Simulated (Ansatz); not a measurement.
# MnHg: equation of state

The task here is to estimate one member of a computed series from the others.

Program: Ansatz 0.2.0. Level of theory: DFT PBE, scalar-relativistic. These are calculated values, not measurements.

**The structure to begin with**

It takes space group Pm-3m (No. 221, cubic). Conventional cell: a = 3.315 Å, b = 3.315 Å, c = 3.315 Å, α = 90.00°, β = 90.00°, γ = 90.00°. Mn (site symmetry m-3m) is surrounded by 8 Hg at 2.87 Å. Around Hg (site symmetry m-3m) lie 8 Mn at 2.87 Å.

Coordinates:

```
Mn Hg
1.0
     3.31500    0.00000    0.00000
     0.00000    3.31500    0.00000
     0.00000    0.00000    3.31500
Mn Hg
1 1
Direct
  0.50000 0.50000 0.50000
  0.00000 0.00000 0.00000
```

The structure is an experimental refinement, used without relaxation.

Atoms are numbered in the order of the input: Mn1, Hg2.

The first run:

input.yaml

```yaml
crystal:
  lattice:
    - [3.2701972106, 0.0, 0.0]
    - [0.0, 3.2701972106, 0.0]
    - [0.0, 0.0, 3.2701972106]
  atoms:
    - { symbol: Mn, position: [0.5, 0.5, 0.5], spin: 4.0 }
    - { symbol: Hg, position: [0.0, 0.0, 0.0] }
magnetization:
  spin_polarized: true
kpoints:
  mp_grid: { grid: [11, 11, 11] }
scf:
  occupations: { method: fermi_dirac, width: 0.08 }
hamiltonian:
  xc: pbe
  pseudopotentials: { kind: all_electron, lapw: { basis_error: 0.00025 } }
output:
  forces: true
  stress: true
  eigenvalues: true
```

Steps of the session up to this table: Volume × 0.96, LAPW; Volume × 0.96, PAW; Volume × 0.96, crystal datasets; Volume × 0.98, LAPW; Volume × 0.98, PAW; Volume × 1.02, LAPW; Volume × 1.02, PAW; Volume × 1.04, LAPW; Volume × 1.04, PAW; Volume × 1.04, crystal datasets.

One of the session's tables, all rows but one given; the rest of the session is left out.

It belongs to the step «The equation of state». 

| method | volume (Å³/atom) | moment Mn1 (μB) |
| --- | --- | --- |
| LAPW | 17.486 | 3.82 |
| LAPW | 17.850 | 3.88 |
| LAPW | 18.215 | 3.94 |
| LAPW | 18.579 | 3.99 |
| LAPW | 18.943 | ? |
| PAW | 17.486 | 3.76 |
| PAW | 17.850 | 3.82 |
| PAW | 18.215 | 3.88 |
| PAW | 18.579 | 3.93 |
| PAW | 18.943 | 3.97 |
| crystal datasets | 17.486 | 3.76 |
| crystal datasets | 18.215 | 3.88 |
| crystal datasets | 18.943 | 3.97 |

Q: Estimate the row for LAPW, 18.943 from the others.

The run gave: moment Mn1 (μB): 4.02. In the column «moment Mn1 (μB)» it is the highest.

Caveats from the session: Warnings in the runs' records: gradients without spin orbit, crystal datasets made.
